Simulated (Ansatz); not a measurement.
Crystal: ReSbN.

```xyz
6
Lattice="3.4321 0.0000 0.0000 0.0000 3.4321 0.0000 0.0000 0.0000 8.5926" Properties=species:S:1:pos:R:3 pbc="T T T"
Re    0.0000    1.7161    7.5034
Re    1.7161    0.0000    1.0892
Sb    0.0000    1.7161    2.8653
Sb    1.7161    0.0000    5.7273
N     0.0000    0.0000    0.0000
N     1.7161    1.7161    0.0000
```

The cell comes from a database or a generator and needn't be the stable form of this composition.

```yaml
Program: Ansatz 0.2.0
Task: relaxation of cell and atoms
Functional: LDA
Potentials_or_basis: Ansatz PAW
Cutoff: "420 eV (not typed: the program's choice for these potentials)"
k_mesh: 8 × 8 × 3
Occupations: fermi-dirac, width 0.05 eV
Spin: no spin polarisation
Hubbard_terms: Re d U = 1 eV
```

At the start: volume 16.87 Å³/atom.

Task: How do energy, volume and symmetry change on relaxing?

Result: It ends after 8 steps and the volume is 15.87 Å³/atom (-5.9 %); space group P4/nmm (No. 129, to 0.05 Å).

Step by step:
| step | energy change (eV) | largest force (eV/Å) | volume (Å³) |
| --- | --- | --- | --- |
| 1 | 0.0000 | 0.9805 | 101.22 |
| 2 | -0.0448 | 1.0187 | 91.48 |
| 3 | -0.1973 | 0.1648 | 95.32 |
| 4 | -0.1969 | 0.1465 | 95.94 |
| 5 | -0.2012 | 0.0054 | 95.35 |
| 6 | -0.1926 | 0.0061 | 95.35 |
| 7 | -0.1930 | 0.0057 | 95.20 |
| 8 | -0.1926 | 0.0057 | 95.20 |

Final structure:
```
CELL_PARAMETERS angstrom
3.36653 0.00000 0.00000
0.00000 3.36653 0.00000
0.00000 0.00000 8.39985
ATOMIC_POSITIONS crystal
Re 0.00000 0.50000 0.87231
Re 0.50000 0.00000 0.12769
Sb 0.00000 0.50000 0.33431
Sb 0.50000 0.00000 0.66569
N 0.00000 0.00000 0.00000
N 0.50000 0.50000 0.00000
```

Caveat: the plane-wave basis is chosen anew once the cell has moved, so the energies of steps on either side of that aren't comparable; the pressure holds a Pulay correction of +0.3 GPa for the finite cutoff; U without spin polarisation on a metal has little footing; the PAW data sets come from PBE, with cores solved anew for the run's functional, which leaves a small shift of forces and pressure.
